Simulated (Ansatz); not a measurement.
# BaH2Pd2: the cost of one run

Method: reference: DFT PBE, plane waves, PAW, scalar-relativistic, no spin polarisation, in Ansatz 0.2.0.

### Step 1. Starting point

It takes space group P4/nmm (No. 129, tetragonal). The conventional cell has a = 4.179 Å, b = 4.179 Å, c = 10.121 Å, α = 90.00°, β = 90.00°, γ = 90.00°. H (site symmetry 4mm) is surrounded by 5 Pd at 2.39 to 2.49 Å and 4 Ba at 3.19 Å. Pd (site symmetry -4m2) has 4 H at 2.49 Å as nearest neighbours. Around Pd (site symmetry 4mm) lie 5 H at 2.39 to 2.47 Å. Ba (site symmetry 4mm) is surrounded by 8 Pd at 3.18 to 3.30 Å and 8 H at 3.19 to 3.26 Å. H (site symmetry -4m2) has 4 Pd at 2.47 Å and 4 Ba at 3.26 Å as nearest neighbours.

Structure file:

```xyz
10
Lattice="4.1789 0.0000 0.0000 0.0000 4.1789 0.0000 0.0000 0.0000 10.1213" Properties=species:S:1:pos:R:3 pbc="T T T"
H     0.0000    2.0894    8.7751
H     2.0894    0.0000    1.3461
Pd    0.0000    0.0000    0.0000
Pd    2.0894    2.0894    0.0000
Pd    0.0000    2.0894    6.3865
Pd    2.0894    0.0000    3.7347
Ba    0.0000    2.0894    2.5607
Ba    2.0894    0.0000    7.5606
H     0.0000    0.0000    5.0606
H     2.0894    2.0894    5.0606
```

### Step 2. Baseline

File input.yaml:

```yaml
crystal:
  lattice:
    - [4.178883, 0.0, 0.0]
    - [0.0, 4.178883, 0.0]
    - [0.0, 0.0, 10.121254]
  atoms:
    - { symbol: H, position: [0.0, 0.5, 0.867] }
    - { symbol: H, position: [0.5, 0.0, 0.133] }
    - { symbol: Pd, position: [0.0, 0.0, 0.0] }
    - { symbol: Pd, position: [0.5, 0.5, 0.0] }
    - { symbol: Pd, position: [0.0, 0.5, 0.631] }
    - { symbol: Pd, position: [0.5, 0.0, 0.369] }
    - { symbol: Ba, position: [0.0, 0.5, 0.253] }
    - { symbol: Ba, position: [0.5, 0.0, 0.747] }
    - { symbol: H, position: [0.0, 0.0, 0.5] }
    - { symbol: H, position: [0.5, 0.5, 0.5] }
  symmetry: { tolerance: 0.0003 }
kpoints:
  mp_grid: { grid: [4, 4, 2], shift: [0, 0, 0] }
magnetization:
  spin_polarized: false
scf:
  occupations: { method: fermi_dirac, width: 0.0303 }
hamiltonian:
  pseudopotentials: { kind: paw }
  xc: pbe
basis:
  ecutwfc: 420
output:
  forces: true
  stress: true
  eigenvalues: true
```

Launch:

```bash
ansatz run input.yaml --threads 1 --pin off --max-ram 2560MiB --backend cpu --events-out ev --progress --plain --runs-dir out
```

What time and memory should one allow on 1 thread of Intel Xeon Platinum 8559C (Emerald Rapids), shared host?

About 6.5 s, with a peak of 0.58 GiB.
